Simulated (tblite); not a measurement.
# C4H7B2NO: the cost of one run

Programs: tblite 0.8.0 and PySCF 2.14.0, with density-fitted response routines of our own. Each step states its level of theory. These are calculated values for one molecule, in the gas phase or a continuum, unless marked as measured. Atoms are numbered from 0 throughout.

## (1) Starting geometry

15 atoms, charge 0, multiplicity 1; geometry from: force field or distance geometry start.

Bonds of the start (Å): B0–O1 1.48, O1–B2 1.44, B2–N3 1.52, N3–C4 1.35, C4–C5 1.39, C5–C6 1.39, C6–C7 1.38, C7–N3 1.36, B0–H8 1.18, B0–H9 1.17, B2–H10 1.19, C4–H11 1.08, C5–H12 1.08, C6–H13 1.10, C7–H14 1.08.

## (2) Relaxing the molecule with GFN2-xTB

Job settings and geometry (Å):

```
{"job": {"kind": "relax", "xc": "GFN2-xTB", "basis": "xTB"}, "charge": 0, "multiplicity": 1}
B      3.269500    -0.105400     0.085800
O      1.981400    -0.688600     0.511100
B      1.115600    -0.613200    -0.636200
N     -0.321700    -0.174400    -0.386700
C     -1.287100    -0.844900     0.282900
C     -2.464800    -0.102600     0.292300
C     -2.175900     1.076700    -0.393200
C     -0.852800     1.006200    -0.788400
H      3.357500     1.068800     0.169900
H      3.903500    -0.717300    -0.685700
H      1.256000    -1.355500    -1.549300
H     -1.141700    -1.823000     0.717900
H     -3.387400    -0.413100     0.769400
H     -2.878700     1.897500    -0.570500
H     -0.378000     1.796700    -1.346800
```

The run is started by

```console
$ OMP_NUM_THREADS=1 python probes_run.py task.json out
```

The driver reads the jobs from task.json and runs them one after another.

Q: Estimate the wall time and peak memory of this first job on 1 thread of Arm Neoverse N1, shared host.

About 1.4 s, with a peak of 0.18 GiB.
